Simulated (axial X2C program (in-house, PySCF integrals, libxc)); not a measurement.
# A two-component session on AuF⁺: EOM-IP-CCSD levels

Wanted for AuF⁺: EOM-IP-CCSD levels, at the two-component level.

Method: two-component X2C with atomic mean-field terms, Au dyall-cv3z, F dyall-av3z; program: an in-house X2C program for linear molecules on PySCF integrals.

All values are calculated.

## 1. Set-up

task.json reads:

```json
{"zs": [79, 9], "q": 1, "bas": ["dyall-cv3z", "dyall-av3z"], "r0": 1.88, "eom": "ip", "rq": 0, "thr": -2.0, "nmax": 95, "grid": [1, 0.96, 1.045, 0.92, 1.09, 1.15]}
```

Keys: zs atomic numbers; q charge; bas basis sets; r0 starting distance in Å; eom kind of EOM run; thr threshold in hartree for freezing inner shells (an s shell follows its p shell); nmax most natural virtual spinors; grid distances as factors.

On the command line:

```console
python soeom.py task.json out
```

After this run come: EOM-IP-CCSD at 1.925 Å.

What does the calculation give? Wanted: next root led by one particle; T1 of the reference; lowest state, Re and ωe.

The runs gave:

```
                     quantity                            value
       lowest root at 1.925 Å               Ω = 1/2, 10.990 eV
next root led by one particle  Ω = 3/2, about 1870 cm⁻¹ higher
          T1 of the reference                            0.022
      lowest state, Re and ωe                1.878 Å, 603 cm⁻¹
```

Removing an electron from the reference determinant of AuF costs 10.99 eV and empties a spinor of 35% Au dσ, 23% F pσ, 15% Au sσ. Errors of 0.1 to 0.3 eV are usual at this size, and roots led by higher excitations are left out, so the list is incomplete, and low states of that kind can be missing. The bond is 0.052 Å shorter than in the closed-shell reference at CCSD (1.930 Å).
